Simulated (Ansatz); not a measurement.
Runs of Ansatz 0.2.0 on NiMoIrPdW. Symmetry: P3m1, No. 156, trigonal system. Conventional cell: a = 4.147 Å, b = 4.147 Å, c = 5.416 Å, α = 90.00°, β = 90.00°, γ = 120.00°. Ni (site symmetry 3m) has 3 W at 2.40 Å and 3 Ir at 2.71 Å as nearest neighbours. Mo (site symmetry 3m) is surrounded by 1 W at 2.49 Å and 3 Ir at 2.64 Å and 3 Pd at 2.85 Å. Pd (site symmetry 3m) is surrounded by 2 Ir at 2.65 to 2.76 Å and 3 W at 2.76 Å and 3 Ni at 2.82 Å and 3 Mo at 2.85 Å. Around Ir (site symmetry 3m) lie 3 Mo at 2.64 Å and 2 Pd at 2.65 to 2.76 Å and 3 Ni at 2.71 Å and 3 W at 2.77 Å. Around W (site symmetry 3m) lie 3 Ni at 2.40 Å and 1 Mo at 2.49 Å. The cell was built by a generator and needn't be a form met in nature.

| task | level | potentials or basis | U | cell | k mesh | cutoff (eV) | hubbard projectors | double counting | points for each segment of the path | gap on the mesh (eV) | pressure (GPa) | moment (μB) | relaxed volume (Å³/atom) | largest force (eV/Å) |
| --- | --- | --- | --- | --- | --- | --- | --- | --- | --- | --- | --- | --- | --- | --- |
| relaxation of cell and atoms | r2SCAN | Ansatz PAW | - | relaxed | 5 × 5 × 4 | 500 | - | - | - | none | 0.0 | 0.00 | 15.81 | - |
| single point | PBE | SPMS NC | - | as given | 7 × 7 × 5 | 925 | - | - | - | none | (c) | 0.00 | - | (b) |
| electron localisation function | PBE | Ansatz PAW | - | as given | 7 × 7 × 5 | 420 | - | - | - | none | 0.0 | 0.00 | - | 0.16 |
| projected density of states | PBE+U | Ansatz PAW | Ir d U = 6 eV, Mo d U = 6 eV, Ni d U = 6 eV, Pd d U = 6 eV, W d U = 6 eV | as given | 7 × 7 × 5 | 420 | ortho-atomic (the default) | fll (the default) | - | none | 31.3 | 2.05 | - | 3.66 |
| band structure | r2SCAN | Ansatz PAW | - | as given | 7 × 7 × 5 | 500 | - | - | 14 | none | -5.0 | 0.00 | - | (a) |
| relaxation of cell and atoms | PBE+D3(BJ) | Ansatz PAW | - | relaxed | 5 × 5 × 4 | 420 | - | - | - | none | 0.0 | 0.00 | 15.70 | - |
| projected density of states | PBE | Ansatz PAW | - | as given | 7 × 7 × 5 | 420 | - | - | - | none | 0.0 | 0.00 | - | 0.16 |
| projected density of states | PBE+U | Ansatz PAW | Ir d U = 2 eV, Mo d U = 2 eV, Ni d U = 2 eV, Pd d U = 2 eV, W d U = 2 eV | as given | 7 × 7 × 5 | 420 | ortho-atomic (the default) | fll (the default) | - | none | 0.3 | 0.00 | - | 0.14 |

Alike in all rows: spin collinear, ferromagnetic start; smearing fermi-dirac 0.05 eV.

**Question.** Estimate the missing entries.

**Answer.** (a) 0.12; (b) 0.15; (c) 0.1.

Caveats: the starting moments weren't kept (some runs); the magnetic or orbital state may not be the lowest (some runs); the plane-wave basis is chosen anew once the cell has moved, so the energies of steps on either side of that aren't comparable (some runs); the PAW data sets come from PBE, with cores solved anew for the run's functional, which leaves a small shift of forces and pressure (some runs); the U is typed as a test and isn't derived for this compound (some runs); a pressure of tens of GPa on the cell as given is suspect, and the run, the potentials or the cell itself is likely at fault (some runs); forces of over 1 eV/Å show positions far from the minimum, so gaps and moduli don't describe the material at rest (some runs).

A k mesh can miss the band edges, and the runs leave out spin-orbit coupling on Ir, Mo, Pd, W.

A gap of «none» marks a metal or a gap under the smearing width.
